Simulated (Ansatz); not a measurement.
# MP2/STO-3G run of InI (indium iodide (ini))

Aim: the electronic atomisation energy of InI (indium iodide (ini)) at MP2/STO-3G, from 3 runs. 

Program for the calculation: Ansatz 0.2.0.

48 further runs of the same task are left out: 15 that didn't finish, 33 set aside as unsound or not needed.

### 1 Starting point

The species is InI (2 atoms), meant as a singlet with charge 0. As SMILES, `[In][I]`. Geometry: a GFN2-xTB relaxation, a rough one for these elements and not checked as a minimum.

Bond lengths: In1–I2 2.789 Å.

### 2 A single-point energy at MP2/STO-3G

Contents of input.yaml:

```yaml
crystal:
  periodic: [false, false, false]
  atoms:
    - symbol: In
      position_ang: [0.000000, 0.000000, 0.000000]
    - symbol: I
      position_ang: [0.000000, 0.000000, 2.789210]
basis:
  gaussian:
    orbitals: STO-3G
correlation:
  method: mp2
  frozen_orbitals: {I: 18, In: 18}
accuracy: high
```

Started as:

```console
$ ansatz run input.yaml --threads 1 --pin off --max-ram 2610MiB --events-out events.jsonl --progress --plain --runs-dir runs
```

Standard output:

```text
Warning: RAYON_NUM_THREADS=1 ignored (pool sized by the plan → 1); use --threads N
Functional definition: HF
  name "HF"
  exchange = exact_x
  correlation = 0
821 factors; integrals over basis functions are off by at most 4.8e-9 eV
mean field evaluation 1: about -341056.2979 eV, gradient 8.5e0 eV
mean field evaluation 2: about -341056.3386 eV, gradient 8.5e0 eV
mean field evaluation 4: about -341057.1253 eV, gradient 3.8e-1 eV
mean field evaluation 8: about -341057.1258 eV, gradient 3.1e-6 eV
mean field -341057.12583292 eV, -12533.6181975370 hartree, gradient 6.8e-8 eV, S^2 0.000000; 0 other end points of the search recorded, 0 dependent functions left out
36 core orbitals not correlated: weight in the atoms' cores, before any rotation towards them, 1.000 or more for the frozen orbitals, at most 0.000 for the correlated occupied ones
reference -341057.12583292 eV, -12533.6181975370 hartree; 15, 15 occupied and 3, 3 virtual orbitals, 821 factors
second order -0.65537982 eV of doubles, -0.00000000 eV of singles
Total energy: -341057.78121275 eV, -12533.6422823013 hartree
```

It took 1.5 s on 1 thread of Arm Neoverse V1, shared host; peak memory 0.14 GiB.

### 3 The I atom, same level

Contents of in.yaml:

```yaml
crystal:
  periodic: [false, false, false]
  atoms:
    - {symbol: I, position_ang: [0.000000, 0.000000, 0.000000]}
basis:
  gaussian: {orbitals: STO-3G}
magnetization: {spin_polarized: true, initial_magnetization: 1}
correlation: {method: mp2, frozen_orbitals: {I: 18}}
accuracy: high
```

Started as:

```console
$ ansatz run in.yaml --threads 1 --pin off --max-ram 2610MiB --events-out events.jsonl --progress --plain --runs-dir runs
```

Standard output:

```text
Warning: RAYON_NUM_THREADS=1 ignored (pool sized by the plan → 1); use --threads N
Functional definition: HF
  name "HF"
  exchange = exact_x
  correlation = 0
251 factors; integrals over basis functions are off by at most 4.1e-9 eV
mean field evaluation 1: about -186416.3827 eV, gradient 4.1e-1 eV
mean field evaluation 2: about -186416.3971 eV, gradient 4.1e-1 eV
mean field evaluation 4: about -186416.3974 eV, gradient 1.5e-6 eV
mean field evaluation 8: about -186416.3969 eV, gradient 5.3e-1 eV
mean field evaluation 16: about -186416.3974 eV, gradient 1.9e-4 eV
mean field -186416.39740312 eV, -6850.6762469923 hartree, gradient 1.4e-9 eV, S^2 0.750000; 3 other end points of the search recorded, 0 dependent functions left out
18 core orbitals not correlated: weight in the atoms' cores, before any rotation towards them, 1.000 or more for the frozen orbitals, at most 0.000 for the correlated occupied ones
reference -186416.39740312 eV, -6850.6762469923 hartree; 9, 8 occupied and 0, 1 virtual orbitals, 251 factors
second order 0.00000000 eV of doubles, 0.00000000 eV of singles
Total energy: -186416.39740312 eV, -6850.6762469923 hartree
```

Wall time 0.18 s (1 thread of Arm Neoverse V1, shared host).

### 4 The In atom at the same level

Contents of job.yaml:

```yaml
crystal:
  periodic: [false, false, false]
  atoms:
    - {symbol: In, position_ang: [0.000000, 0.000000, 0.000000]}
basis:
  gaussian:
    orbitals: STO-3G
correlation:
  method: mp2
  frozen_orbitals: {In: 18}
magnetization:
  spin_polarized: true
  initial_magnetization: 1
accuracy: high
```

Started as:

```console
$ ansatz run job.yaml --threads 1 --pin off --max-ram 2610MiB --events-out events.jsonl --progress --plain --runs-dir runs
```

Standard output:

```text
Warning: RAYON_NUM_THREADS=1 ignored (pool sized by the plan → 1); use --threads N
Functional definition: HF
  name "HF"
  exchange = exact_x
  correlation = 0
251 factors; integrals over basis functions are off by at most 4.7e-9 eV
mean field evaluation 1: about -154636.2366 eV, gradient 3.2e-1 eV
mean field evaluation 2: about -154636.2501 eV, gradient 3.2e-1 eV
mean field evaluation 4: about -154636.2504 eV, gradient 2.8e-6 eV
mean field evaluation 8: about -154636.2490 eV, gradient 6.5e-1 eV
mean field evaluation 16: about -154636.2495 eV, gradient 1.0e-1 eV
mean field -154636.25040505 eV, -5682.7773861704 hartree, gradient 7.2e-9 eV, S^2 0.750002; 5 other end points of the search recorded, 0 dependent functions left out
18 core orbitals not correlated: weight in the atoms' cores, before any rotation towards them, 1.000 or more for the frozen orbitals, at most 0.000 for the correlated occupied ones
reference -154636.25040505 eV, -5682.7773861704 hartree; 7, 6 occupied and 2, 3 virtual orbitals, 251 factors
second order -0.39953943 eV of doubles, 0.00000000 eV of singles
Total energy: -154636.64994448 eV, -5682.7920689737 hartree
```

Wall time 0.26 s (1 thread of Arm Neoverse V1, shared host).

### 5 Outcome

At MP2/STO-3G, 36 core orbitals frozen:

| quantity | value |
| --- | --- |
| molecule: total energy | -12533.64228 Eh |
| molecule: correlation energy (36 core orbitals frozen) | -24.1 mEh |
| I atom: total energy | -6850.67625 Eh |
| I atom: correlation energy (18 core orbitals frozen) | 0.0 mEh |
| I atom: ⟨S²⟩ of the reference determinant | 0.750 |
| In atom: total energy | -5682.79207 Eh |
| In atom: correlation energy (18 core orbitals frozen) | -14.7 mEh |
| In atom: ⟨S²⟩ of the reference determinant | 0.750 |
| electronic atomisation energy | 4.734 eV |

Taking the molecule apart into free atoms costs 4.73 eV (457 kJ/mol), before zero-point energy and without spin-orbit coupling. In a minimal basis such a difference can be off by several eV, whatever the method. Relativity is left out (molecule) although the molecule holds a heavy atom. Relativity is left out (I atom) although the molecule holds a heavy atom. Relativity is left out (In atom) although the molecule holds a heavy atom.
